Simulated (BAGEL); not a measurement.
# BH2BrO2 (SMILES OB(O)Br) at HF/STO-3G (density fitting with qzvpp-jkfit)

What is the energy change on altering one bond length of BH2BrO2 at HF/STO-3G (density fitting with qzvpp-jkfit)? 

Program for the calculation: BAGEL 1.2.2.

5 further runs of the same task are left out: 4 that didn't finish, 1 set aside as unsound or not needed.

**1. The molecule**

The species is BH2BrO2 (6 atoms), meant as a singlet with charge 0. SMILES: `OB(O)Br`. The coordinates come from a PBE0-D4/def2-TZVP relaxation. This is one conformer, not always the lowest.

Bond lengths: O1–B2 1.354 Å, B2–O3 1.347 Å, B2–Br4 1.936 Å, O1–H5 0.960 Å, O3–H6 0.962 Å. Angles: O1–B2–O3 121.5°, O1–B2–Br4 120.8°, O3–B2–Br4 117.8°, B2–O1–H5 113.7°, B2–O3–H6 112.1°.

**2. A single-point energy at HF/STO-3G (density fitting with qzvpp-jkfit)**

hf.json reads:

```json
{ "bagel": [

{
  "title": "molecule",
  "basis": "sto-3g",
  "df_basis": "qzvpp-jkfit",
  "angstrom": "true",
  "geometry": [
    { "atom": "O", "xyz": [       0.519800,       0.855600,      -0.555500 ] },
    { "atom": "B", "xyz": [      -0.165400,      -0.158400,       0.024500 ] },
    { "atom": "O", "xyz": [       0.328800,      -0.823900,       1.085700 ] },
    { "atom": "Br", "xyz": [      -1.897400,      -0.698400,      -0.652400 ] },
    { "atom": "H", "xyz": [       0.065300,       1.251400,      -1.302300 ] },
    { "atom": "H", "xyz": [       1.190900,      -0.490300,       1.353800 ] }
  ]
},

{
  "title": "hf"
},

{
  "title": "print",
  "file": "orbitals.molden",
  "orbitals": "true"
}

]}
```

Launch:

```sh
$ BAGEL_NUM_THREADS=1 BAGEL hf.json > hf.out
```

Standard output:

```text
* using 1 threads per process

  ===============================================================
  ===============================================================

  *** Geometry ***

  { "atom" : "O", "xyz" : [      0.982280,      1.616850,     -1.049743 ] },
  { "atom" : "B", "xyz" : [     -0.312561,     -0.299333,      0.046298 ] },
  { "atom" : "O", "xyz" : [      0.621342,     -1.556945,      2.051676 ] },
  { "atom" : "Br", "xyz" : [     -3.585566,     -1.319785,     -1.232857 ] },
  { "atom" : "H", "xyz" : [      0.123399,      2.364803,     -2.460990 ] },
  { "atom" : "H", "xyz" : [      2.250475,     -0.926533,      2.558311 ] },

  Number of auxiliary basis functions:      531

  Since a DF basis is specified, we compute 2- and 3-index integrals:
    o Being stored without compression. Storage requirement is 0.005 GB

  Number of basis functions:       35
  Number of electrons      :       58

    * METHOD: MOLECULE                             0.23

  *** RHF ***

  === Nuclear Repulsion ===
   223.8001005679

      * DIIS with orbital gradients will be used.

  === RHF iteration (sto-3g) ===
      0      -2717.93865415          0.01532436           0.04
      1      -2718.02451648          0.00462863           0.04
      2      -2718.03164674          0.00078208           0.04
      3      -2718.03201471          0.00007363           0.04
      4      -2718.03201902          0.00002160           0.04
      5      -2718.03201943          0.00000609           0.04
      6      -2718.03201946          0.00000151           0.04
      7      -2718.03201946          0.00000035           0.04
      8      -2718.03201946          0.00000009           0.04
      9      -2718.03201946          0.00000003           0.04
     10      -2718.03201946          0.00000001           0.04
    * SCF iteration converged.

    * Permanent dipole moment:
           (   -0.734738,    -0.606109,     0.112179) a.u.

    * METHOD: HF                                   0.60

    * METHOD: PRINT                                0.00

  ===============================================================
```

It took 1 s on 1 thread of Arm Neoverse V1, shared host.

**3. The distorted shape, same level**

input.json reads:

```json
{ "bagel" : [

{
  "title" : "molecule",
  "basis" : "sto-3g",
  "df_basis" : "qzvpp-jkfit",
  "angstrom" : true,
  "geometry" : [
    { "atom" : "O", "xyz" : [    0.622564,    1.007677,   -0.642487 ] },
    { "atom" : "B", "xyz" : [   -0.165400,   -0.158400,    0.024500 ] },
    { "atom" : "O", "xyz" : [    0.328800,   -0.823900,    1.085700 ] },
    { "atom" : "Br", "xyz" : [   -1.897400,   -0.698400,   -0.652400 ] },
    { "atom" : "H", "xyz" : [    0.168064,    1.403477,   -1.389287 ] },
    { "atom" : "H", "xyz" : [    1.190900,   -0.490300,    1.353800 ] }
  ]
},
{ "title" : "hf" },
{ "title" : "print", "file" : "orbitals.molden", "orbitals" : true }

]}
```

Launch:

```sh
$ BAGEL_NUM_THREADS=1 BAGEL input.json > input.out
```

Standard output:

```text
* using 1 threads per process

  ===============================================================
  ===============================================================

  *** Geometry ***

  { "atom" : "O", "xyz" : [      1.176475,      1.904234,     -1.214124 ] },
  { "atom" : "B", "xyz" : [     -0.312561,     -0.299333,      0.046298 ] },
  { "atom" : "O", "xyz" : [      0.621342,     -1.556945,      2.051676 ] },
  { "atom" : "Br", "xyz" : [     -3.585566,     -1.319785,     -1.232857 ] },
  { "atom" : "H", "xyz" : [      0.317595,      2.652187,     -2.625372 ] },
  { "atom" : "H", "xyz" : [      2.250475,     -0.926533,      2.558311 ] },

  Number of auxiliary basis functions:      531

  Since a DF basis is specified, we compute 2- and 3-index integrals:
    o Being stored without compression. Storage requirement is 0.005 GB

  Number of basis functions:       35
  Number of electrons      :       58

    * METHOD: MOLECULE                             0.23

  *** RHF ***

  === Nuclear Repulsion ===
   217.2083883303

      * DIIS with orbital gradients will be used.

  === RHF iteration (sto-3g) ===
      0      -2717.88814020          0.01719807           0.04
      1      -2717.98897791          0.00618923           0.04
      2      -2718.00110435          0.00091209           0.04
      3      -2718.00161725          0.00011435           0.04
      4      -2718.00162816          0.00004260           0.04
      5      -2718.00162977          0.00001237           0.04
      6      -2718.00162990          0.00000356           0.04
      7      -2718.00162992          0.00000080           0.04
      8      -2718.00162992          0.00000023           0.04
      9      -2718.00162992          0.00000007           0.04
     10      -2718.00162992          0.00000002           0.04
     11      -2718.00162992          0.00000001           0.04
    * SCF iteration converged.

    * Permanent dipole moment:
           (   -0.612785,    -0.361873,    -0.058575) a.u.

    * METHOD: HF                                   0.61

    * METHOD: PRINT                                0.00

  ===============================================================
```

Run time: 1 s. Hardware: 1 thread of Arm Neoverse V1, shared host.

**4. What came out**

Level: HF/STO-3G (density fitting with qzvpp-jkfit).

| quantity | value |
| --- | --- |
| first shape: total energy | -2718.03202 Eh |
| first shape: dipole moment | 2.44 D |
| first shape: HOMO energy | -8.48 eV |
| first shape: LUMO energy | 9.05 eV |
| first shape: HOMO–LUMO gap | 17.52 eV |
| distorted shape: total energy | -2718.00163 Eh |
| distorted shape: dipole moment | 1.81 D |
| distorted shape: HOMO energy | -8.59 eV |
| distorted shape: LUMO energy | 8.12 eV |
| distorted shape: HOMO–LUMO gap | 16.71 eV |
| energy change with the O1–B2 bond stretched from 1.354 to 1.557 Å | 0.827 eV |

In words: With the O1–B2 bond stretched from 1.354 to 1.557 Å the energy rises by 0.83 eV (79.8 kJ/mol). The first shape isn't relaxed at this level, so the change isn't measured from a minimum. The minimal basis adds a large error of its own.
